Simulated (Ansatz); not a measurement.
# AsRu (rocksalt type): the cost of one run

Program: Ansatz 0.2.0. Level of theory: DFT PBEsol, with the methods named in each step. These are calculated values, not measurements.

2 further runs of the same task are left out: 2 that didn't finish. Runs told in other sessions of the task aren't counted.

### 1 Starting point

The structure is cubic, space group Fm-3m (No. 225). Conventional cell: a = 5.008 Å, b = 5.008 Å, c = 5.008 Å, α = 90.00°, β = 90.00°, γ = 90.00°. Ru (site symmetry m-3m) is surrounded by 6 As at 2.50 Å. As (site symmetry m-3m) is surrounded by 6 Ru at 2.50 Å.

Structure file:

```xyz
2
Lattice="0.0000 2.5042 2.5042 2.5042 0.0000 2.5042 2.5042 2.5042 0.0000" Properties=species:S:1:pos:R:3 pbc="T T T"
Ru    0.0000    0.0000    0.0000
As    2.5042    2.5042    2.5042
```

Whether this phase is the stable one at these pressures isn't tested.

Atoms are numbered in the order of the input: Ru1, As2.

### 2 The reference volume, LAPW

Input file input.yaml:

```yaml
crystal:
  lattice:
    - [0.0, 2.5042060699, 2.5042060699]
    - [2.5042060699, 0.0, 2.5042060699]
    - [2.5042060699, 2.5042060699, 0.0]
  atoms:
    - { symbol: Ru, position: [0.0, 0.0, 0.0] }
    - { symbol: As, position: [0.5, 0.5, 0.5] }
kpoints:
  mp_grid: { grid: [14, 14, 14] }
  band_path:
    path:
      - [0.0, 0.0, 0.0]
      - [0.5, 0.0, 0.5]
      - [0.625, 0.25, 0.625]
      - [0.375, 0.375, 0.75]
      - [0.0, 0.0, 0.0]
      - [0.5, 0.5, 0.5]
      - [0.5, 0.25, 0.75]
      - [0.5, 0.0, 0.5]
    npoints: 14
scf:
  occupations: { method: fermi_dirac, width: 0.1 }
hamiltonian:
  xc: pbesol
  pseudopotentials: { kind: all_electron, lapw: { basis_error: 0.001 } }
output:
  forces: true
  stress: true
  eigenvalues: true
  populations: true
  dos: { projected: true, de: 0.2, e_range: [-14, 8] }
```

Run with:

```
$ ansatz run input.yaml --threads 1 --pin off --max-ram 2048MiB --backend cpu --events-out ev --progress --plain --runs-dir out
```

**Question.** How long does this run take on 1 thread of Intel Xeon 6975P-C (Granite Rapids), shared host, and how much memory does it need?

About 22 s, with a peak of 0.58 GiB.
